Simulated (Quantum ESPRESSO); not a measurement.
GaP: dielectric tensor and Born charges under several settings

```xyz
2
Lattice="0.0000 2.7252 2.7252 2.7252 0.0000 2.7252 2.7252 2.7252 0.0000" Properties=species:S:1:pos:R:3 pbc="T T T"
Ga    0.0000    0.0000    0.0000
P     1.3626    1.3626    1.3626
```

The cell was built by a generator and needn't be a form met in nature.

All runs used Quantum ESPRESSO 7.5; k mesh 8 × 8 × 8, shifted; given cell; no spin polarisation; cutoff 1088 eV; occupations smeared at first, fixed for the response.

| level | potentials | pressure (GPa) | ε∞ (diagonal) | Born charge of atom 1 (e) |
| --- | --- | --- | --- | --- |
| PBE | PseudoDojo 0.4.1 SR PBE standard | 2.6 | 10.45 | 2.15 |
| LDA | PseudoDojo 0.4.1 SR LDA standard | ? | ? | ? |

Question: What stands in the row left open?

Answer: Pressure -2.9 GPa; ε∞ 10.98; Born charge of atom 1 2.10 e.
